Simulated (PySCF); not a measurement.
**Ho4N4: how settings move a single point**

Aim: repeat the single point on relaxed Ho4N4 with altered settings, some of them bad on purpose. The species was built from a template and needn't be a known compound.

The runs use PySCF 2.14.0; PBE, Ho lcecp-1-SVP with ECP56, N def2-SVP; scalar-relativistic core potentials, no spin–orbit coupling.

2 further runs of the same task are left out: 1 for a known fault of the program, 1 that didn't finish.

## Step 1: The system as given

8 atoms, charge 0, spin multiplicity 1.

Bond lengths: Ho1–Ho2 3.191 Å, Ho1–Ho3 3.191 Å, Ho1–Ho4 3.191 Å, Ho1–N5 2.168 Å, Ho1–N6 2.168 Å, Ho1–N7 2.168 Å, Ho2–Ho3 3.191 Å, Ho2–Ho4 3.191 Å, Ho2–N5 2.168 Å, Ho2–N6 2.168 Å, Ho2–N8 2.168 Å, Ho3–Ho4 3.191 Å, Ho3–N5 2.168 Å, Ho3–N7 2.168 Å, Ho3–N8 2.168 Å, Ho4–N6 2.168 Å, Ho4–N7 2.168 Å, Ho4–N8 2.168 Å. Angles: Ho2–Ho1–Ho3 60.0°, Ho2–Ho1–Ho4 60.0°, Ho2–Ho1–N5 42.6°, Ho2–Ho1–N6 42.6°, Ho2–Ho1–N7 86.5°, Ho3–Ho1–Ho4 60.0°, Ho3–Ho1–N5 42.6°, Ho3–Ho1–N6 86.5°, Ho3–Ho1–N7 42.6°, Ho4–Ho1–N5 86.5°, Ho4–Ho1–N6 42.6°, Ho4–Ho1–N7 42.6°, N5–Ho1–N6 85.0°, N5–Ho1–N7 85.0°, N6–Ho1–N7 85.0°, Ho1–Ho2–Ho3 60.0°, Ho1–Ho2–Ho4 60.0°, Ho1–Ho2–N5 42.6° and more.

Coordinates:

```xyz
8

Ho    1.12806    1.12806    1.12806
Ho    1.12806   -1.12806   -1.12806
Ho   -1.12806    1.12806   -1.12806
Ho   -1.12806   -1.12806    1.12806
N     1.03551    1.03551   -1.03551
N     1.03551   -1.03551    1.03551
N    -1.03551    1.03551    1.03551
N    -1.03551   -1.03551   -1.03551
```

Each metal's 10 4f electrons lie in its core potential, so multiplicities, spins and levels count the valence alone. An earlier session relaxed this geometry at PBE, Ho lcecp-1-SVP with ECP56, N def2-SVP (singlet, point group Td).

The sound run used a (50, 194) grid (finer on f atoms), a threshold of 1e-8 and at most 55 cycles, and ended at -369.587977 Eh.

## Step 2: Altered run 1

Contents of run.py (the lines that set the calculation):

```python
mol = gto.M(atom='''
Ho     1.12806     1.12806     1.12806
Ho     1.12806    -1.12806    -1.12806
Ho    -1.12806     1.12806    -1.12806
Ho    -1.12806    -1.12806     1.12806
N      1.03551     1.03551    -1.03551
N      1.03551    -1.03551     1.03551
N     -1.03551     1.03551     1.03551
N     -1.03551    -1.03551    -1.03551''',
    basis={'Ho': 'lcecp-1-SVP', 'N': 'def2-SVP'},
    ecp={'Ho': 'lcecp-1-SVP'},
    charge=0, spin=0)
mf = dft.RKS(mol, xc='PBE')
mf.grids.atom_grid = (50, 194)  # f atoms: unpruned, at least (60, 302)
mf = mf.density_fit()  # fitting sets: Ho AutoAux, N def2-universal-JKFIT
mf.conv_tol = 1e-08; mf.max_cycle = 55
mf.kernel(dm0)  # dm0: smeared density
```

Run with:

```
OMP_NUM_THREADS=4 python run.py
```

What it wrote:

```text
init E= -369.366263419013
  HOMO = -0.192095437538874  LUMO = -0.0849848299234369  gap/eV = 2.91463
cycle= 1 E= -369.529312819362  delta_E= -0.163  |g|= 0.46  |ddm|=  1.3
  HOMO = -0.0565642902723173  LUMO = -0.0464765111792095  gap/eV = 0.27450
cycle= 2 E= -368.25642432696  delta_E= 1.27  |g|= 2.28  |ddm|= 3.06
  HOMO = -0.13480902930049  LUMO = -0.0586430981435706  gap/eV = 2.07258
cycle= 3 E= -369.587306835069  delta_E= -1.33  |g|= 0.0538  |ddm|= 2.52
  HOMO = -0.136553087238778  LUMO = -0.0592695728643005  gap/eV = 2.10299
cycle= 4 E= -369.587409236062  delta_E= -0.000102  |g|= 0.0475  |ddm|= 0.14
  HOMO = -0.136012222928519  LUMO = -0.0588347043711444  gap/eV = 2.10011
cycle= 5 E= -369.587952049556  delta_E= -0.000543  |g|= 0.00968  |ddm|= 0.0555
  HOMO = -0.136634637647939  LUMO = -0.0590218764887648  gap/eV = 2.11195
cycle= 6 E= -369.587976659659  delta_E= -2.46e-05  |g|= 0.0015  |ddm|= 0.0101
  HOMO = -0.136750370809416  LUMO = -0.0590826440573537  gap/eV = 2.11345
cycle= 7 E= -369.587977145215  delta_E= -4.86e-07  |g|= 0.000728  |ddm|= 0.0022
  HOMO = -0.136781516990179  LUMO = -0.059085729676011  gap/eV = 2.11421
cycle= 8 E= -369.587977272359  delta_E= -1.27e-07  |g|= 0.000125  |ddm|= 0.00062
  HOMO = -0.136787733351139  LUMO = -0.0590864958967109  gap/eV = 2.11436
cycle= 9 E= -369.587977276129  delta_E= -3.77e-09  |g|= 8.96e-06  |ddm|= 0.000108
  HOMO = -0.136787450141245  LUMO = -0.0590863152189962  gap/eV = 2.11436
Extra cycle  E= -369.587977275963  delta_E= 1.66e-10  |g|= 2.29e-05  |ddm|= 5.39e-05
converged SCF energy = -369.587977275963
```

Wall time 21 s (4 threads of Arm Neoverse V1, shared host).

Changed: the starting guess (smeared density). It converges in 9 cycles, at the sound run's energy within 0.001 eV, with a largest force component of 0.00 eV/Å. The result survives the change.

## Step 3: Altered run 2

Contents of run.py (the lines that set the calculation):

```python
mol = gto.M(atom='''
Ho     1.06037     1.06037     1.06037
Ho     1.06037    -1.06037    -1.06037
Ho    -1.06037     1.06037    -1.06037
Ho    -1.06037    -1.06037     1.06037
N      0.97338     0.97338    -0.97338
N      0.97338    -0.97338     0.97338
N     -0.97338     0.97338     0.97338
N     -0.97338    -0.97338    -0.97338''',
    basis={'Ho': 'lcecp-1-SVP', 'N': 'def2-SVP'},
    ecp={'Ho': 'lcecp-1-SVP'},
    charge=0, spin=0)
mf = dft.RKS(mol, xc='PBE')
mf.grids.atom_grid = (50, 194)  # f atoms: unpruned, at least (60, 302)
mf = mf.density_fit()  # fitting sets: Ho AutoAux, N def2-universal-JKFIT
mf.conv_tol = 1e-08; mf.max_cycle = 55
mf.kernel(dm0)  # dm0: free metal ions and neutral atoms
```

Run with:

```
OMP_NUM_THREADS=4 python run.py
```

What it wrote:

```text
init E= -385.423033138485
cycle= 1 E= -362.566182776658  delta_E= 22.9  |g|= 4.76  |ddm|= 6.65
  HOMO = -1.14890448627605  LUMO = -0.647861698263995  gap/eV = 13.63407
cycle= 2 E= -350.808585257322  delta_E= 11.8  |g|= 8.36  |ddm|= 10.6
  HOMO = -0.421958399573745  LUMO = -0.172726680562341  gap/eV = 6.78194
cycle= 3 E= -368.214207938003  delta_E= -17.4  |g|= 2.23  |ddm|= 7.23
  HOMO = -0.193155057257502  LUMO = -0.0574095753765481  gap/eV = 3.69382
cycle= 4 E= -369.34849162126  delta_E= -1.13  |g|= 0.868  |ddm|=  1.9
  HOMO = -0.12759234010606  LUMO = -0.0526590014866684  gap/eV = 2.03904
cycle= 5 E= -369.20413966105  delta_E= 0.144  |g|= 1.17  |ddm|= 1.26
  HOMO = -0.162114541398965  LUMO = -0.0517233507927366  gap/eV = 3.00390
cycle= 6 E= -369.491601973769  delta_E= -0.287  |g|= 0.346  |ddm|= 0.948
  HOMO = -0.159685596352052  LUMO = -0.0517491114825003  gap/eV = 2.93710
cycle= 7 E= -369.514978401417  delta_E= -0.0234  |g|= 0.161  |ddm|= 0.451
  HOMO = -0.153087512058527  LUMO = -0.0493194163103029  gap/eV = 2.82367
cycle= 8 E= -369.52122755913  delta_E= -0.00625  |g|= 0.0514  |ddm|= 0.253
  HOMO = -0.151189658681717  LUMO = -0.048655664563924  gap/eV = 2.79009
cycle= 9 E= -369.521957572263  delta_E= -0.00073  |g|= 0.0184  |ddm|= 0.101
  HOMO = -0.151285838775089  LUMO = -0.0486679120110525  gap/eV = 2.79238
cycle= 10 E= -369.521972342711  delta_E= -1.48e-05  |g|= 0.0175  |ddm|= 0.0296
  HOMO = -0.151635105122787  LUMO = -0.0486585694410107  gap/eV = 2.80213
cycle= 11 E= -369.522044169259  delta_E= -7.18e-05  |g|= 0.00227  |ddm|= 0.016
  HOMO = -0.151545382216935  LUMO = -0.0486056323500228  gap/eV = 2.80113
cycle= 12 E= -369.522045351558  delta_E= -1.18e-06  |g|= 0.000718  |ddm|= 0.00359
  HOMO = -0.151562317418851  LUMO = -0.0486030413975398  gap/eV = 2.80166
cycle= 13 E= -369.522045476073  delta_E= -1.25e-07  |g|= 6.36e-05  |ddm|= 0.000891
  HOMO = -0.151568818706794  LUMO = -0.048604867019845  gap/eV = 2.80179
cycle= 14 E= -369.522045476963  delta_E= -8.9e-10  |g|= 2.85e-05  |ddm|= 0.00013
  HOMO = -0.151571043071284  LUMO = -0.0486051166143159  gap/eV = 2.80185
Extra cycle  E= -369.522045475565  delta_E= 1.4e-09  |g|= 7.19e-05  |ddm|= 0.000167
converged SCF energy = -369.522045475565
```

Wall time 26 s (4 threads of Arm Neoverse V1, shared host).

Changed: the scale of all coordinates (0.94). It converges in 14 cycles, +1.794 eV from the sound run, with a largest force component of 3.34 eV/Å. The setting is unsound, so these numbers aren't the compound's.

## Step 4: Altered run 3

Contents of run.py (the lines that set the calculation):

```python
mol = gto.M(atom='''
Ho     1.12806     1.12806     1.12806
Ho     1.12806    -1.12806    -1.12806
Ho    -1.12806     1.12806    -1.12806
Ho    -1.12806    -1.12806     1.12806
N      1.03551     1.03551    -1.03551
N      1.03551    -1.03551     1.03551
N     -1.03551     1.03551     1.03551
N     -1.03551    -1.03551    -1.03551''',
    basis={'Ho': 'lcecp-1-SVP', 'N': 'def2-SVP'},
    ecp={'Ho': 'lcecp-1-SVP'},
    charge=0, spin=0)
mf = dft.RKS(mol, xc='PBE')
mf.grids.atom_grid = (50, 194)  # f atoms: unpruned, at least (60, 302)
mf = mf.density_fit()  # fitting sets: Ho AutoAux, N def2-universal-JKFIT
mf.conv_tol = 1e-08; mf.max_cycle = 98
mf.kernel(dm0)  # dm0: core Hamiltonian
```

Run with:

```
OMP_NUM_THREADS=4 python run.py
```

What it wrote:

```text
init E= -292.978633774737
cycle= 1 E= -262.456596093869  delta_E= 30.5  |g|= 13.4  |ddm|=  249
  HOMO = -4.80662895469239  LUMO = -4.09913138665576  gap/eV = 19.25199
cycle= 2 E= -291.712184308874  delta_E= -29.3  |g|= 13.7  |ddm|=  249
  HOMO = -1.3392319498754  LUMO = -1.29446647095587  gap/eV = 1.21813
cycle= 3 E= -366.271461668346  delta_E= -74.6  |g|= 3.35  |ddm|= 23.9
  HOMO = -0.415652467961276  LUMO = -0.144910499482149  gap/eV = 7.36726
cycle= 4 E= -366.615381073132  delta_E= -0.344  |g|= 3.42  |ddm|= 8.74
  HOMO = -0.158786674508941  LUMO = -0.0726969187509407  gap/eV = 2.34262
cycle= 5 E= -369.411543706335  delta_E= -2.8  |g|= 0.861  |ddm|= 3.66
  HOMO = -0.129321646842983  LUMO = -0.0585885364188958  gap/eV = 1.92475
cycle= 6 E= -369.547230130461  delta_E= -0.136  |g|= 0.334  |ddm|= 1.27
  HOMO = -0.126335370552275  LUMO = -0.0581294495109243  gap/eV = 1.85598
cycle= 7 E= -369.559475323483  delta_E= -0.0122  |g|= 0.293  |ddm|= 0.946
  HOMO = -0.129643353247914  LUMO = -0.0579856826367245  gap/eV = 1.94990
cycle= 8 E= -369.579450756987  delta_E= -0.02  |g|= 0.184  |ddm|= 0.413
  HOMO = -0.135353411548387  LUMO = -0.0585021388064194  gap/eV = 2.09123
cycle= 9 E= -369.587891022213  delta_E= -0.00844  |g|= 0.0185  |ddm|= 0.18
  HOMO = -0.136881556567375  LUMO = -0.0591840701129759  gap/eV = 2.11426
cycle= 10 E= -369.58796134734  delta_E= -7.03e-05  |g|= 0.00792  |ddm|= 0.0225
  HOMO = -0.136622806110548  LUMO = -0.059149711966776  gap/eV = 2.10815
cycle= 11 E= -369.587959008935  delta_E= 2.34e-06  |g|= 0.00858  |ddm|= 0.0131
  HOMO = -0.136852074813513  LUMO = -0.0591184246820915  gap/eV = 2.11524
cycle= 12 E= -369.587977100676  delta_E= -1.81e-05  |g|= 0.000776  |ddm|= 0.00746
  HOMO = -0.136782700467738  LUMO = -0.0590880918103948  gap/eV = 2.11418
cycle= 13 E= -369.587977267663  delta_E= -1.67e-07  |g|= 0.000178  |ddm|= 0.00131
  HOMO = -0.136785840482163  LUMO = -0.0590864696329123  gap/eV = 2.11431
cycle= 14 E= -369.587977272819  delta_E= -5.16e-09  |g|= 9.53e-05  |ddm|= 0.000303
  HOMO = -0.136791255857737  LUMO = -0.0590871585063932  gap/eV = 2.11444
Extra cycle  E= -369.587977250648  delta_E= 2.22e-08  |g|= 0.000271  |ddm|= 0.000581
converged SCF energy = -369.587977250648
```

Wall time 26 s (4 threads of Arm Neoverse V1, shared host).

Changed: the starting guess (bare core Hamiltonian); the cycle limit is 98. It converges in 14 cycles, at the sound run's energy within 0.001 eV, with a largest force component of 0.00 eV/Å. The result survives the change.

## Step 5: Altered run 4

Changes to run.py (the lines that set the calculation) since step 4:

```diff
@@ -13,5 +13,5 @@
 mf = dft.RKS(mol, xc='PBE')
-mf.grids.atom_grid = (50, 194)  # f atoms: unpruned, at least (60, 302)
+mf.grids.atom_grid = (40, 110)  # f atoms: unpruned
 mf = mf.density_fit()  # fitting sets: Ho AutoAux, N def2-universal-JKFIT
-mf.conv_tol = 1e-08; mf.max_cycle = 98
-mf.kernel(dm0)  # dm0: core Hamiltonian
+mf.conv_tol = 1e-08; mf.max_cycle = 55
+mf.kernel(dm0)  # dm0: free metal ions and neutral atoms
```

Run with:

```
OMP_NUM_THREADS=4 python run.py
```

What it wrote:

```text
init E= -384.744501831075
cycle= 1 E= -358.565441400223  delta_E= 26.2  |g|= 5.17  |ddm|= 8.53
  HOMO = -1.36494801357868  LUMO = -0.941773685926002  gap/eV = 11.51516
cycle= 2 E= -345.877660578278  delta_E= 12.7  |g|= 9.09  |ddm|= 12.2
  HOMO = -0.66511802757132  LUMO = -0.341469566997016  gap/eV = 8.80692
cycle= 3 E= -366.111771363214  delta_E= -20.2  |g|= 3.59  |ddm|= 7.31
  HOMO = -0.316378356886331  LUMO = -0.112833474275045  gap/eV = 5.53874
cycle= 4 E= -368.759407475783  delta_E= -2.65  |g|=  1.8  |ddm|= 2.24
  HOMO = -0.19624531111825  LUMO = -0.0729180123759595  gap/eV = 3.35591
cycle= 5 E= -369.075807307312  delta_E= -0.316  |g|= 1.45  |ddm|= 1.72
  HOMO = -0.16631240670798  LUMO = -0.0704732291999544  gap/eV = 2.60792
cycle= 6 E= -369.494093751016  delta_E= -0.418  |g|= 0.619  |ddm|= 1.13
  HOMO = -0.130212317892032  LUMO = -0.0642975589009074  gap/eV = 1.79363
cycle= 7 E= -369.478171761906  delta_E= 0.0159  |g|= 0.679  |ddm|= 0.835
  HOMO = -0.132881962221077  LUMO = -0.0580218667645548  gap/eV = 2.03705
cycle= 8 E= -369.58858719655  delta_E= -0.11  |g|= 0.0906  |ddm|= 0.655
  HOMO = -0.134390157469535  LUMO = -0.0594515622721918  gap/eV = 2.03918
cycle= 9 E= -369.588439243506  delta_E= 0.000148  |g|= 0.0922  |ddm|= 0.249
  HOMO = -0.136111178684025  LUMO = -0.0593910115455205  gap/eV = 2.08766
cycle= 10 E= -369.590886175907  delta_E= -0.00245  |g|= 0.0321  |ddm|= 0.126
  HOMO = -0.136990063027624  LUMO = -0.059287830269495  gap/eV = 2.11439
cycle= 11 E= -369.591131672451  delta_E= -0.000245  |g|= 0.00916  |ddm|= 0.0386
  HOMO = -0.136937849373536  LUMO = -0.0590711887524031  gap/eV = 2.11886
cycle= 12 E= -369.591156896335  delta_E= -2.52e-05  |g|= 0.000895  |ddm|= 0.0145
  HOMO = -0.136946835589233  LUMO = -0.059065326665406  gap/eV = 2.11926
cycle= 13 E= -369.591157093799  delta_E= -1.97e-07  |g|= 0.000403  |ddm|= 0.00174
  HOMO = -0.136948588600589  LUMO = -0.0590674805603485  gap/eV = 2.11925
cycle= 14 E= -369.591157135155  delta_E= -4.14e-08  |g|= 0.000239  |ddm|= 0.000873
  HOMO = -0.136952882484602  LUMO = -0.0590678564208798  gap/eV = 2.11936
cycle= 15 E= -369.591157144964  delta_E= -9.81e-09  |g|= 0.000154  |ddm|= 0.000306
  HOMO = -0.136956564560564  LUMO = -0.0590675812613408  gap/eV = 2.11947
cycle= 16 E= -369.591157151074  delta_E= -6.11e-09  |g|= 2.84e-05  |ddm|= 0.000184
  HOMO = -0.136954010614346  LUMO = -0.0590671232593426  gap/eV = 2.11941
Extra cycle  E= -369.5911571492  delta_E= 1.87e-09  |g|= 8.65e-05  |ddm|= 0.000139
converged SCF energy = -369.5911571492
```

It took 24 s on 4 threads of Arm Neoverse V1, shared host.

Changed: the integration grid, to (40, 110). It converges in 16 cycles, -0.087 eV from the sound run, with a largest force component of 0.03 eV/Å. The setting is unsound, so these numbers aren't the compound's.

## Step 6: Altered run 5

Changes to run.py (the lines that set the calculation) since step 5:

```diff
@@ -13,5 +13,5 @@
 mf = dft.RKS(mol, xc='PBE')
-mf.grids.atom_grid = (40, 110)  # f atoms: unpruned
+mf.grids.atom_grid = (50, 194)  # f atoms: unpruned, at least (60, 302)
 mf = mf.density_fit()  # fitting sets: Ho AutoAux, N def2-universal-JKFIT
-mf.conv_tol = 1e-08; mf.max_cycle = 55
+mf.conv_tol = 1e-05; mf.max_cycle = 55
 mf.kernel(dm0)  # dm0: free metal ions and neutral atoms
```

Run with:

```
OMP_NUM_THREADS=4 python run.py
```

What it wrote:

```text
init E= -384.742886262791
cycle= 1 E= -358.555636388389  delta_E= 26.2  |g|= 5.17  |ddm|= 8.53
  HOMO = -1.36493089990822  LUMO = -0.941736876429474  gap/eV = 11.51570
cycle= 2 E= -345.855704358106  delta_E= 12.7  |g|= 9.09  |ddm|= 12.2
  HOMO = -0.665165760991765  LUMO = -0.341787628361621  gap/eV = 8.79957
cycle= 3 E= -366.098584989438  delta_E= -20.2  |g|=  3.6  |ddm|= 7.32
  HOMO = -0.316729643846962  LUMO = -0.113330740822113  gap/eV = 5.53477
cycle= 4 E= -368.751409890468  delta_E= -2.65  |g|= 1.81  |ddm|= 2.24
  HOMO = -0.196414447764232  LUMO = -0.0730491278434085  gap/eV = 3.35694
cycle= 5 E= -369.068336693227  delta_E= -0.317  |g|= 1.45  |ddm|= 1.73
  HOMO = -0.166320279830153  LUMO = -0.0706022308678874  gap/eV = 2.60462
cycle= 6 E= -369.490048004087  delta_E= -0.422  |g|= 0.622  |ddm|= 1.14
  HOMO = -0.130092393549726  LUMO = -0.0643679341293694  gap/eV = 1.78845
cycle= 7 E= -369.473824322314  delta_E= 0.0162  |g|= 0.682  |ddm|= 0.839
  HOMO = -0.132687235498191  LUMO = -0.0580413062721067  gap/eV = 2.03122
cycle= 8 E= -369.585346494372  delta_E= -0.112  |g|= 0.0916  |ddm|= 0.659
  HOMO = -0.134238013511757  LUMO = -0.0594787200933389  gap/eV = 2.03430
cycle= 9 E= -369.585235235492  delta_E= 0.000111  |g|= 0.0923  |ddm|= 0.252
  HOMO = -0.135934184822159  LUMO = -0.0594142691852061  gap/eV = 2.08221
cycle= 10 E= -369.587705189243  delta_E= -0.00247  |g|= 0.0323  |ddm|= 0.127
  HOMO = -0.136831027245814  LUMO = -0.0593101547960588  gap/eV = 2.10945
cycle= 11 E= -369.587951289496  delta_E= -0.000246  |g|= 0.00927  |ddm|= 0.0386
  HOMO = -0.136769563096558  LUMO = -0.0590905065822772  gap/eV = 2.11375
cycle= 12 E= -369.587977015742  delta_E= -2.57e-05  |g|= 0.000904  |ddm|= 0.0147
  HOMO = -0.136778355057238  LUMO = -0.0590843153235765  gap/eV = 2.11416
cycle= 13 E= -369.587977221092  delta_E= -2.05e-07  |g|= 0.000388  |ddm|= 0.00175
  HOMO = -0.136768774622439  LUMO = -0.0590891965208123  gap/eV = 2.11377
Extra cycle  E= -369.587976871391  delta_E= 3.5e-07  |g|= 0.0011  |ddm|= 0.0023
converged SCF energy = -369.587976871391
```

Wall time 24 s (4 threads of Arm Neoverse V1, shared host).

Changed: the SCF threshold (1e-05). It converges in 13 cycles, at the sound run's energy within 0.001 eV, with a largest force component of 0.00 eV/Å. The result survives the change.

## Step 7: Altered run 6

Changes to run.py (the lines that set the calculation) since step 6:

```diff
@@ -13,5 +13,5 @@
 mf = dft.RKS(mol, xc='PBE')
-mf.grids.atom_grid = (50, 194)  # f atoms: unpruned, at least (60, 302)
+mf.grids.atom_grid = (10, 14)  # f atoms: unpruned
 mf = mf.density_fit()  # fitting sets: Ho AutoAux, N def2-universal-JKFIT
-mf.conv_tol = 1e-05; mf.max_cycle = 55
+mf.conv_tol = 1e-08; mf.max_cycle = 55
 mf.kernel(dm0)  # dm0: free metal ions and neutral atoms
```

Run with:

```
OMP_NUM_THREADS=4 python run.py
```

What it wrote:

```text
init E= -385.552167897827
cycle= 1 E= -359.323062013211  delta_E= 26.2  |g|= 5.01  |ddm|= 31.7
  HOMO = -1.38258162905727  LUMO = -1.22766638529251  gap/eV = 4.21546
cycle= 2 E= -345.03939774455  delta_E= 14.3  |g|= 8.93  |ddm|= 18.1
  HOMO = -0.674057000162467  LUMO = -0.595305171903814  gap/eV = 2.14295
cycle= 3 E= -366.983484928187  delta_E= -21.9  |g|= 3.65  |ddm|= 16.6
  HOMO = -0.2810597221062  LUMO = -0.217815789559108  gap/eV = 1.72096
cycle= 4 E= -369.536992435406  delta_E= -2.55  |g|= 2.24  |ddm|= 11.1
  HOMO = -0.149315934286914  LUMO = -0.143485094534826  gap/eV = 0.15867
cycle= 5 E= -368.460167439038  delta_E= 1.08  |g|= 2.95  |ddm|= 8.28
  HOMO = -0.177468047393341  LUMO = -0.114290923626904  gap/eV = 1.71914
cycle= 6 E= -369.700310201637  delta_E= -1.24  |g|= 2.14  |ddm|= 6.33
  HOMO = -0.163141612215363  LUMO = -0.114824669500498  gap/eV = 1.31477
cycle= 7 E= -370.150681380899  delta_E= -0.45  |g|= 1.71  |ddm|=  5.5
  HOMO = -0.163686891259443  LUMO = -0.112588722326819  gap/eV = 1.39045
cycle= 8 E= -370.758491766706  delta_E= -0.608  |g|= 0.715  |ddm|= 3.07
  HOMO = -0.122193668064894  LUMO = -0.0960488519281819  gap/eV = 0.71144
cycle= 9 E= -370.419863035038  delta_E= 0.339  |g|= 1.34  |ddm|= 4.68
  HOMO = -0.13448831572214  LUMO = -0.0956653429581422  gap/eV = 1.05643
cycle= 10 E= -370.847001975752  delta_E= -0.427  |g|= 0.402  |ddm|= 3.66
  HOMO = -0.132027570166796  LUMO = -0.0950962060949792  gap/eV = 1.00495
cycle= 11 E= -370.880400039103  delta_E= -0.0334  |g|= 0.167  |ddm|=    1
  HOMO = -0.127805349521932  LUMO = -0.0927372549962868  gap/eV = 0.95425
cycle= 12 E= -370.885748582185  delta_E= -0.00535  |g|= 0.108  |ddm|= 0.762
  HOMO = -0.130147458451092  LUMO = -0.0926293513283838  gap/eV = 1.02092
cycle= 13 E= -370.889254491206  delta_E= -0.00351  |g|= 0.0268  |ddm|= 0.369
  HOMO = -0.131384660514174  LUMO = -0.0931922931061671  gap/eV = 1.03927
cycle= 14 E= -370.889427201432  delta_E= -0.000173  |g|= 0.0104  |ddm|= 0.09
  HOMO = -0.131431370124768  LUMO = -0.0931542197376451  gap/eV = 1.04157
cycle= 15 E= -370.889453841795  delta_E= -2.66e-05  |g|= 0.0033  |ddm|= 0.0288
  HOMO = -0.131455246814474  LUMO = -0.0931355749918694  gap/eV = 1.04273
cycle= 16 E= -370.889456227193  delta_E= -2.39e-06  |g|= 0.00129  |ddm|= 0.0112
  HOMO = -0.131446966144278  LUMO = -0.093133909954215  gap/eV = 1.04255
cycle= 17 E= -370.889456710177  delta_E= -4.83e-07  |g|= 0.000601  |ddm|= 0.00635
  HOMO = -0.131454130287956  LUMO = -0.0931334826803543  gap/eV = 1.04276
cycle= 18 E= -370.889456826815  delta_E= -1.17e-07  |g|= 0.000193  |ddm|= 0.00232
  HOMO = -0.131463324185389  LUMO = -0.0931374661820392  gap/eV = 1.04290
cycle= 19 E= -370.88945683577  delta_E= -8.96e-09  |g|= 7.81e-05  |ddm|= 0.00079
  HOMO = -0.131446848606349  LUMO = -0.0931343511970688  gap/eV = 1.04254
Extra cycle  E= -370.889456757741  delta_E= 7.8e-08  |g|= 0.000564  |ddm|= 0.00126
converged SCF energy = -370.889456757741
```

Run time: 26 s. Hardware: 4 threads of Arm Neoverse V1, shared host.

Changed: the integration grid, to (10, 14). It converges in 19 cycles, -35.415 eV from the sound run, with a largest force component of 21.05 eV/Å. The setting is unsound, so these numbers aren't the compound's.

## Step 8: Results

| run | changed | ending | energy change (eV) | cycles | time | usable |
| --- | --- | --- | --- | --- | --- | --- |
| 1 | the starting guess | converged | 0.000 | 9 | 21 s | yes |
| 2 | the scale of all coordinates | converged | +1.794 | 14 | 26 s | no |
| 3 | the starting guess | converged | 0.000 | 14 | 26 s | yes |
| 4 | the integration grid | converged | -0.087 | 16 | 24 s | no |
| 5 | the SCF threshold | converged | 0.000 | 13 | 24 s | yes |
| 6 | the integration grid | converged | -35.415 | 19 | 26 s | no |

3 of 6 altered runs give a usable result. 3 ended normally with numbers unfit to quote.
